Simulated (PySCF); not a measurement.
# CH5FGeSe: the cost of one run

Computed with PySCF 2.14.0, with density-fitted response routines of our own, on a single molecule in the gas phase. Atoms are numbered from 0 throughout.

### 1 Starting geometry

9 atoms, charge 0, multiplicity 1; geometry from: GFN2-xTB. The atoms were then displaced at random by about 0.01 Å, so the start is not that level's minimum.

Bonds of the start (Å): F0–C1 1.36, C1–Ge2 1.99, Ge2–Se3 2.37, C1–H4 1.10, C1–H5 1.09, Ge2–H6 1.50, Ge2–H7 1.51, Se3–H8 1.47.

### 2 Relaxing the molecule at PBE0-D3(BJ)/def2-SVP

What the job is given:

```
{"job": {"xc": "PBE0", "basis": "def2-SVP", "d3": "d3bj", "grid": 1, "shake": 0.01, "kind": "geom"}, "charge": 0, "multiplicity": 1}
F     -1.286510     1.284800     0.375300
C     -0.868640     0.535010    -0.684310
Ge     0.301760    -0.885150     0.067740
Se     2.234860     0.071650     1.049010
H     -0.341920     1.200530    -1.380660
H     -1.749870     0.135250    -1.177010
H     -0.465720    -1.692520     1.074190
H      0.795350    -1.807680    -1.025260
H      1.438490     1.140950     1.667260
```

Run with:

```
$ OMP_NUM_THREADS=1 python probes_run.py task.json out
```

The driver reads the jobs from task.json and runs them one after another.

**Question.** How long does this first job take on 1 thread of Arm Neoverse V1, shared host, and how much memory does it need?

About 40 s, with a peak of 0.49 GiB.
